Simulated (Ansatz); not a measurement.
# C2H6O3Si: basis-set convergence

Aim: see how fast density functionals converge with the basis set for C2H6O3Si.

Method: one geometry, several basis sets; program: Ansatz 0.2.0, Gaussian basis.

The runs, in order: PBE0-D4/def2-SVP; ωB97M-V/def2-SVP; PBE0-D4/def2-QZVPP; ωB97M-V/def2-QZVPP; the functionals' def2-TZVPP values are taken from earlier runs.

### 1 Structure used throughout

The geometry comes from an earlier relaxation with PBE0-D4 in a triple-zeta def2 set; it is a stationary point, not always the lowest conformer.

SMILES `C=C[Si](O)(O)O`, 12 atoms, charge 0, spin multiplicity 1.

Atoms are counted from 1 here; the program's logs count them from 0.

Bond lengths: C1–C2 1.331 Å, C1–H7 1.087 Å, C1–H8 1.086 Å, C2–Si3 1.848 Å, C2–H9 1.089 Å, Si3–O4 1.633 Å, Si3–O5 1.643 Å, Si3–O6 1.637 Å, O4–H10 0.959 Å, O5–H11 0.958 Å, O6–H12 0.958 Å. Angles: C2–C1–H7 121.6°, C2–C1–H8 122.3°, H7–C1–H8 116.0°, C1–C2–Si3 123.3°, C1–C2–H9 118.1°, Si3–C2–H9 118.5°, C2–Si3–O4 105.8°, C2–Si3–O5 110.5°, C2–Si3–O6 114.2°, O4–Si3–O5 114.1°, O4–Si3–O6 107.2°, O5–Si3–O6 105.2°, Si3–O4–H10 116.9°, Si3–O5–H11 117.2°, Si3–O6–H12 116.9°.

### 2 PBE0-D4 in def2-SVP

Contents of in.yaml:

```yaml
crystal:
  periodic: [false, false, false]
  atoms:
    - {symbol: C, position_ang: [-1.486984, -1.381065, 0.024026]}
    - {symbol: C, position_ang: [-0.172869, -1.183199, 0.089498]}
    - {symbol: Si, position_ang: [0.606435, 0.490508, 0.011152]}
    - {symbol: O, position_ang: [1.900002, 0.332175, -0.972975]}
    - {symbol: O, position_ang: [-0.485972, 1.611217, -0.490395]}
    - {symbol: O, position_ang: [1.156907, 1.043588, 1.449757]}
    - {symbol: H, position_ang: [-2.182865, -0.554194, -0.090306]}
    - {symbol: H, position_ang: [-1.929618, -2.371304, 0.086674]}
    - {symbol: H, position_ang: [0.471995, -2.052051, 0.209700]}
    - {symbol: H, position_ang: [2.558905, 1.027829, -0.939262]}
    - {symbol: H, position_ang: [-0.886283, 1.478093, -1.350563]}
    - {symbol: H, position_ang: [0.527248, 1.503203, 2.006694]}
basis:
  gaussian: {orbitals: def2-SVP}
hamiltonian: {xc: pbe0, dispersion: d4}
output: {orbitals: {seedname: orbitals}}
```

Launch:

```bash
$ ansatz run in.yaml --threads 4 --pin off --events-out ev --progress --plain --max-ram 10444MiB
```

The log of the run:

```text
Functional definition: PBE0
  name "PBE0"
  cite "Adamo & Barone, J. Chem. Phys. 110, 6158 (1999) doi:10.1063/1.478522"
  cite "Perdew, Burke & Ernzerhof, Phys. Rev. Lett. 77, 3865 (1996) doi:10.1103/PhysRevLett.77.3865"
  parent pbe
  parameter a = 0.25
  parameter kappa = 0.804
  parameter beta = 0.06672455060314922
  exchange = (1 - a)*pbe_x(kappa = kappa, mu = beta*pi^2/3) + a*exact_x
  correlation = pbe_c(beta = beta)
1289 factors; their error is unknown
mean field evaluation 1: about -16160.6440 eV, gradient 8.0e1 eV
mean field evaluation 2: about -16154.2272 eV, gradient 1.0e2 eV
mean field evaluation 4: about -16172.4585 eV, gradient 2.0e0 eV
mean field evaluation 8: about -16172.4681 eV, gradient 4.1e-2 eV
mean field evaluation 16: about -16172.5230 eV, gradient 6.4e-5 eV
mean field -16172.52298911 eV, -594.3292577200 hartree, gradient 6.4e-5 eV, S^2 0.000000; 0 other end points of the search recorded, 0 dependent functions left out
reference -16172.52301474 eV, -594.3292586620 hartree; 28, 28 occupied and 90, 90 virtual orbitals, 1289 factors
Total energy: -16172.75201814 eV, -594.3376743817 hartree
```

Run time: 1.3 s. Hardware: 4 threads of Arm Neoverse V1, shared host; peak memory 0.28 GiB.

### 3 ωB97M-V in def2-SVP

Edit in.yaml of step 2 so:

```diff
@@ -17,3 +17,3 @@
   gaussian: {orbitals: def2-SVP}
-hamiltonian: {xc: pbe0, dispersion: d4}
+hamiltonian: {xc: {name: wB97M-V}}
 output: {orbitals: {seedname: orbitals}}
```

The command is unchanged.

The log of the run, shortened:

```text
Functional definition: wB97M-V
  name "wB97M-V"
  cite "Mardirossian & Head-Gordon, J. Chem. Phys. 144, 214110 (2016) doi:10.1063/1.4952647"
  cite "Becke, J. Chem. Phys. 107, 8554 (1997) doi:10.1063/1.475007"
  cite "Vydrov & Van Voorhis, J. Chem. Phys. 133, 244103 (2010) doi:10.1063/1.3521275"
  # Of w^i u^j: cxij and so on, Table III.
[...]
  gx(w, u) = 1 - cx + cx01*u + cx10*w
  gss(w, u) = css00 + css04*u^4 + css10*w + css20*w^2 + css43*w^4*u^3
  gos(w, u) = cos00 + cos10*w + (cos20 + cos21*u)*w^2 + (cos60 + cos61*u)*w^6
[...]
      + integral(e_c_pw_mod_opposite_spin*gos(b97_w_opposite, b97_u_opposite)) + vv10(b, c)
1289 factors; their error is unknown
318 factors; integrals over basis functions are off by at most 1.1e-5 eV
[...]
mean field -16181.60789927 eV, -594.6631220104 hartree, gradient 4.7e-5 eV, S^2 0.000000; 0 other end points of the search recorded, 0 dependent functions left out
reference -16181.60794114 eV, -594.6631235492 hartree; 28, 28 occupied and 90, 90 virtual orbitals, 1289 factors
Total energy: -16181.60794114 eV, -594.6631235492 hartree
```

Run time: 5 s. Hardware: 4 threads of Arm Neoverse V1, shared host; peak memory 0.38 GiB.

### 4 PBE0-D4 in def2-QZVPP

Edit in.yaml of step 3 so:

```diff
@@ -16,4 +16,4 @@
 basis:
-  gaussian: {orbitals: def2-SVP}
-hamiltonian: {xc: {name: wB97M-V}}
+  gaussian: {orbitals: "def2-QZVPP.json"}
+hamiltonian: {xc: pbe0, dispersion: d4}
 output: {orbitals: {seedname: orbitals}}
```

Launched as before.

The log of the run:

```text
Functional definition: PBE0
  name "PBE0"
  cite "Adamo & Barone, J. Chem. Phys. 110, 6158 (1999) doi:10.1063/1.478522"
  cite "Perdew, Burke & Ernzerhof, Phys. Rev. Lett. 77, 3865 (1996) doi:10.1103/PhysRevLett.77.3865"
  parent pbe
  parameter a = 0.25
  parameter kappa = 0.804
  parameter beta = 0.06672455060314922
  exchange = (1 - a)*pbe_x(kappa = kappa, mu = beta*pi^2/3) + a*exact_x
  correlation = pbe_c(beta = beta)
1637 factors; their error is unknown
mean field evaluation 1: about -16171.2679 eV, gradient 9.6e1 eV
mean field evaluation 2: about -16158.3106 eV, gradient 1.3e2 eV
mean field evaluation 4: about -16186.5972 eV, gradient 4.9e0 eV
mean field evaluation 8: about -16186.6576 eV, gradient 2.9e-1 eV
mean field evaluation 16: about -16186.6577 eV, gradient 9.5e-5 eV
mean field -16186.65771844 eV, -594.8486994420 hartree, gradient 9.1e-6 eV, S^2 0.000000; 0 other end points of the search recorded, 0 dependent functions left out
reference -16186.65775781 eV, -594.8487008888 hartree; 28, 28 occupied and 507, 507 virtual orbitals, 1637 factors
Total energy: -16186.88676121 eV, -594.8571166085 hartree
```

It took 12 s on 4 threads of Arm Neoverse V1, shared host; peak memory 2.1 GiB.

### 5 ωB97M-V in def2-QZVPP

Edit in.yaml of step 4 so:

```diff
@@ -17,3 +17,3 @@
   gaussian: {orbitals: "def2-QZVPP.json"}
-hamiltonian: {xc: pbe0, dispersion: d4}
+hamiltonian: {xc: {name: wB97M-V}}
 output: {orbitals: {seedname: orbitals}}
```

Same command.

The log of the run, shortened:

```text
Functional definition: wB97M-V
  name "wB97M-V"
  cite "Mardirossian & Head-Gordon, J. Chem. Phys. 144, 214110 (2016) doi:10.1063/1.4952647"
  cite "Becke, J. Chem. Phys. 107, 8554 (1997) doi:10.1063/1.475007"
  cite "Vydrov & Van Voorhis, J. Chem. Phys. 133, 244103 (2010) doi:10.1063/1.3521275"
  # Of w^i u^j: cxij and so on, Table III.
[...]
  gx(w, u) = 1 - cx + cx01*u + cx10*w
  gss(w, u) = css00 + css04*u^4 + css10*w + css20*w^2 + css43*w^4*u^3
  gos(w, u) = cos00 + cos10*w + (cos20 + cos21*u)*w^2 + (cos60 + cos61*u)*w^6
[...]
      + integral(e_c_pw_mod_opposite_spin*gos(b97_w_opposite, b97_u_opposite)) + vv10(b, c)
1617 factors; their error is unknown
417 factors; integrals over basis functions are off by at most 1.3e-5 eV
[...]
mean field -16195.98431257 eV, -595.1914454543 hartree, gradient 2.8e-5 eV, S^2 0.000000; 0 other end points of the search recorded, 0 dependent functions left out
reference -16195.98437523 eV, -595.1914477573 hartree; 28, 28 occupied and 507, 507 virtual orbitals, 1617 factors
Total energy: -16195.98437523 eV, -595.1914477573 hartree
```

Run time: 24 s. Hardware: 4 threads of Arm Neoverse V1, shared host; peak memory 2.5 GiB.

### 6 Density functionals: the series

The def2-TZVPP values come from earlier runs at the same geometry.

```csv
functional,basis,functions,energy (eV),from the largest (eV),HOMO (eV),LUMO (eV)
PBE0-D4,def2-SVP,118,-16172.7520,14.135,-7.95,-0.21
PBE0-D4,def2-TZVPP,281,-16186.1195,0.767,-8.07,-0.46
PBE0-D4,def2-QZVPP,535,-16186.8868,0.000,-8.10,-0.53
ωB97M-V,def2-SVP,118,-16181.6079,14.376,-10.22,2.02
ωB97M-V,def2-TZVPP,281,-16195.2617,0.723,-10.35,1.66
ωB97M-V,def2-QZVPP,535,-16195.9844,0.000,-10.38,1.46
```

### 7 Results

```
                                       quantity           value
PBE0-D4: double and triple zeta above quadruple  14.13, 0.77 eV
ωB97M-V: double and triple zeta above quadruple  14.38, 0.72 eV
```

PBE0-D4 gains 13.37 eV from double to triple zeta, then 0.77 eV more. These are total energies; as a rule much of such shifts cancels in differences, which this series doesn't test. The LUMO of ωB97M-V is positive and keeps falling with the basis (2.02 to 1.46 eV): an unbound level that the basis holds in place.

For PBE0-D4 the largest set took about 9 times as long as the smallest (12 s against 1.3 s).
